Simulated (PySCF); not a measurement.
# I4Ni ([NiI4]2-): the cost of one run

Computed with PySCF 2.14.0 and routines of our own; the level stands in each step. Atoms count from 0.

## 1. The system as given

5 atoms, charge -2, states of the metal's open shell are computed; geometry from: model geometry, bond lengths from ionic radii.

## 2. Ligand-field states: state-averaged CASSCF in water

The job: settings as JSON, then the geometry in Å.

```
{"job": {"kind": "lf", "basis": {"metal": "x2c-TZVPall", "ligand": "x2c-SVPall"}, "nevpt": true, "solvent": "water"}, "charge": -2, "metal": "Ni", "open_shell": "d8"}
Ni     0.000000     0.000000     0.000000
I      1.518431     1.518431     1.518432
I     -1.518431    -1.518431     1.518432
I     -1.518431     1.518431    -1.518432
I      1.518431    -1.518431    -1.518432
```

Method: state-averaged CASSCF of the metal d shell, SC-NEVPT2 on the averaged canonical orbitals, state-interaction spin-orbit coupling.

On the command line:

```console
$ OMP_NUM_THREADS=1 python lf_run.py task.json out
```

This one command runs all jobs of the session in turn.

Q: Estimate the wall time and peak memory of this first job on 1 thread of Arm Neoverse V1, shared host.

About 49 s, with a peak of 0.64 GiB.
